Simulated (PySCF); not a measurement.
# O4Tc ([TcO4]-): the cost of one run

Programs: PySCF 2.14.0, with routines of our own; each step states its level. All values are computed. Atoms count from 0.

3 further runs of the same task are left out: 3 for a basis unfit for spin-orbit shieldings.

## (1) The starting structure

5 atoms, charge -1, multiplicity 1; geometry from: GFN2-xTB.

## (2) NMR shieldings: PBE/x2c-SVPall-2c Tc:us-x2c-SVPall-2c, spin-free

Job settings and geometry (Å):

```
{"job": {"xc": "PBE", "basis": {"default": "x2c-SVPall-2c", "Tc": "us-x2c-SVPall-2c"}, "rel": "sf", "kind": "hnmr"}, "charge": -1, "multiplicity": 1}
Tc    -0.000170    -0.000040    -0.000190
O      0.010420    -0.017610     1.666580
O      1.567960     0.010310    -0.565110
O     -0.792760     1.364880    -0.536320
O     -0.785450    -1.357540    -0.564950
```

Level: PBE/x2c-SVPall-2c Tc:us-x2c-SVPall-2c GIAO NMR shielding, spin-free X2C, Gaussian nuclei, gas phase.

On the command line:

```
OMP_NUM_THREADS=1 python heavy_run.py task.json out
```

This one command runs all jobs of the session in turn.

**Question.** How long does this first job take on 1 thread of Intel Xeon Platinum 8488C, shared host, and how much memory does it need?

About 8.4 s, with a peak of 0.72 GiB.
